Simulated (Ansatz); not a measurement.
**C3H5NSe: a ladder of functionals and wavefunction methods**

One table from this session's results is given with a row withheld; the runs are named, their logs left out.

The runs use Ansatz 0.2.0, Gaussian basis; functionals in def2-TZVPP, the program's frozen cores in correlated methods.

Plan: PBE-D4, r2SCAN-D4, PBE0-D4, B3LYP-D4, ωB97X-V, ωB97M-V, B2PLYP; CCSD(T)/def2-TZVPP; MP2/def2-QZVPP; extrapolation to the limit.

**The relaxed structure**

An earlier PBE0-D4 in a triple-zeta def2 set relaxation fixed the geometry.

SMILES `C[Se]CC#N`, 10 atoms, charge 0, spin multiplicity 1.

Atoms are counted from 1 here; the program's logs count them from 0.

Bond lengths: C1–Se2 1.939 Å, C1–H6 1.089 Å, C1–H7 1.089 Å, C1–H8 1.089 Å, Se2–C3 1.960 Å, C3–C4 1.444 Å, C3–H9 1.091 Å, C3–H10 1.091 Å, C4–N5 1.150 Å. Angles: Se2–C1–H6 110.7°, Se2–C1–H7 109.9°, Se2–C1–H8 106.1°, H6–C1–H7 111.0°, H6–C1–H8 109.5°, H7–C1–H8 109.5°, C1–Se2–C3 97.0°, Se2–C3–C4 111.7°, Se2–C3–H9 106.1°, Se2–C3–H10 109.9°, C4–C3–H9 110.4°, C4–C3–H10 110.0°, H9–C3–H10 108.7°, C3–C4–N5 177.7°.

The first run:

Input file in.yaml:

```yaml
crystal:
  periodic: [false, false, false]
  atoms:
    - {symbol: C, position_ang: [-1.434829, -0.701226, 0.161699]}
    - {symbol: Se, position_ang: [0.345598, -1.365114, 0.546920]}
    - {symbol: C, position_ang: [1.286703, 0.342066, 0.345031]}
    - {symbol: C, position_ang: [1.048149, 0.933578, -0.950597]}
    - {symbol: N, position_ang: [0.813816, 1.397699, -1.976856]}
    - {symbol: H, position_ang: [-1.750876, 0.015349, 0.918224]}
    - {symbol: H, position_ang: [-1.457533, -0.254818, -0.831436]}
    - {symbol: H, position_ang: [-2.092787, -1.569168, 0.185829]}
    - {symbol: H, position_ang: [2.347032, 0.119693, 0.471435]}
    - {symbol: H, position_ang: [0.977828, 1.030743, 1.132553]}
basis:
  gaussian: {orbitals: def2-TZVPP}
hamiltonian: {xc: pbe, dispersion: d4}
output: {forces: true, orbitals: {seedname: orbitals}}
```

On the command line:

```console
> ansatz run in.yaml --threads 4 --pin off --events-out ev --progress --plain --max-ram 10444MiB
```

Among the steps run: PBE-D4 (GGA); r2SCAN-D4 (meta-GGA); PBE0-D4 (hybrid); B3LYP-D4 (hybrid); ωB97X-V (range-separated); ωB97M-V (range-separated); B2PLYP (double hybrid); CCSD(T) in def2-TZVPP; MP2 in def2-QZVPP.

One of the session's tables, all rows but one given; the rest of the session is left out.

It belongs to the step «Atomisation energies». 

| method | atomisation energy (eV) |
| --- | --- |
| PBE-D4 | 42.494 |
| r2SCAN-D4 | 41.108 |
| PBE0-D4 | 41.406 |
| B3LYP-D4 | 41.178 |
| ωB97X-V | 41.164 |
| ωB97M-V | 41.151 |
| B2PLYP | 40.787 |
| HF/def2-TZVPP | 28.641 |
| MP2/def2-TZVPP | 40.922 |
| CCSD/def2-TZVPP | 39.171 |
| CCSD(T)/def2-TZVPP | 39.985 |
| MP2/CBS | ? |
| CCSD(T)/CBS | 41.075 |

**Question.** Estimate the row for MP2/CBS.

**Answer.** atomisation energy (eV): 42.012. In the column «atomisation energy (eV)» it lies between PBE0-D4 (41.406) and PBE-D4 (42.494).

Limits of these values: Free atoms (3 C, 1 Se, 1 N, 5 H) were run apart at each level; the atomisation energy is their sum less the molecule, without zero-point or spin-orbit terms.
